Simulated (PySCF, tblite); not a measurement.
# C₆H₉FOSi: geometry, infrared bands and NMR shifts

Wanted: the infrared bands and NMR shifts of C₆H₉FOSi (`CC#C[Si@@H]1OCC[C@@H]1F`), by calculation.

Programs: tblite 0.8.0 and PySCF 2.14.0, with density-fitted response routines of our own. Each step states its level of theory. These are calculated values for one molecule in the gas phase, unless marked as measured. Atoms are numbered from 0 throughout.

## Step 1: The starting structure

18 atoms, charge 0, multiplicity 1; geometry from: force field or distance geometry start.

Bonds of the start (Å): C0–C1 1.48, C1–C2 1.19, C2–Si3 1.88, Si3–O4 1.71, O4–C5 1.44, C5–C6 1.54, C6–C7 1.53, C7–F8 1.37, C7–Si3 1.88, C0–H9 1.09, C0–H10 1.09, C0–H11 1.09, Si3–H12 1.47, C5–H13 1.10, C5–H14 1.10, C6–H15 1.10, C6–H16 1.10, C7–H17 1.10.

## Step 2: Optimising the geometry with GFN2-xTB

Job settings and geometry (Å):

```
{"job": {"kind": "relax", "xc": "GFN2-xTB", "basis": "xTB"}, "charge": 0, "multiplicity": 1}
C      4.062400    -0.078000    -0.366300
C      2.627400     0.271900    -0.320800
C      1.473700     0.541800    -0.259300
Si    -0.349700     0.983200    -0.188400
O     -1.010000     0.837000     1.378800
C     -1.963400    -0.248500     1.397200
C     -2.625000    -0.377100     0.014200
C     -1.496600    -0.256000    -1.016000
F     -0.883400    -1.474900    -1.129300
H      4.658900     0.817400    -0.526000
H      4.375100    -0.541100     0.569100
H      4.249900    -0.780800    -1.178400
H     -0.619200     2.351500    -0.667800
H     -1.426800    -1.170500     1.674200
H     -2.708300    -0.029600     2.175000
H     -3.171100    -1.325200    -0.057000
H     -3.338300     0.446800    -0.111600
H     -1.864300     0.038300    -2.005800
```

Run with:

```sh
OMP_NUM_THREADS=1 python probes_run.py task.json out
```

This one command runs all jobs of the session in turn.

**Question.** This job is followed by: GFN2-xTB harmonic vibrations, gas phase; GIAO PBE0/pcSseg-1 NMR shielding, non-relativistic, gas phase. What will the session give for the following? strongest single infrared mode (GFN2-xTB); zero-point energy (GFN2-xTB); ¹³C shifts against TMS (PBE0/pcSseg-1); ¹H shifts against TMS (PBE0/pcSseg-1, means over atoms taken as alike); ²⁹Si shifts against TMS (PBE0/pcSseg-1); ¹⁷O shifts against H2O (PBE0/pcSseg-1); ¹⁹F shifts against CFCl3 (PBE0/pcSseg-1).

The runs gave:

```
                                                              quantity                                         value
                             strongest single infrared mode (GFN2-xTB)                         2310 cm⁻¹, 340 km/mol
                                          zero-point energy (GFN2-xTB)                                 84.2 kcal/mol
                                ¹³C shifts against TMS (PBE0/pcSseg-1)        114.6, 90.9, 82.1, 70.0, 39.9, 5.9 ppm
¹H shifts against TMS (PBE0/pcSseg-1, means over atoms taken as alike)  4.97, 4.97, 4.34, 4.33, 2.26, 2.11, 1.70 ppm
                               ²⁹Si shifts against TMS (PBE0/pcSseg-1)                                     -20.4 ppm
                                ¹⁷O shifts against H2O (PBE0/pcSseg-1)                                      45.6 ppm
                              ¹⁹F shifts against CFCl3 (PBE0/pcSseg-1)                                    -246.4 ppm
```

In words: Over 74 steps the energy fell by 0.214 eV; of the close pairs, Si3–O4 changed most, 1.707 to 1.637 Å. All 48 modes are real, so the xTB geometry is a minimum. The strongest single mode, at 2310 cm⁻¹, moves mainly H12. Unscaled tight-binding wavenumbers are off by several per cent, some by more. Its intensities can rank the bands wrongly. At PBE0/pcSseg-1: The widest tensor belongs to C1: span 290 ppm, with a paramagnetic part of -204 ppm.
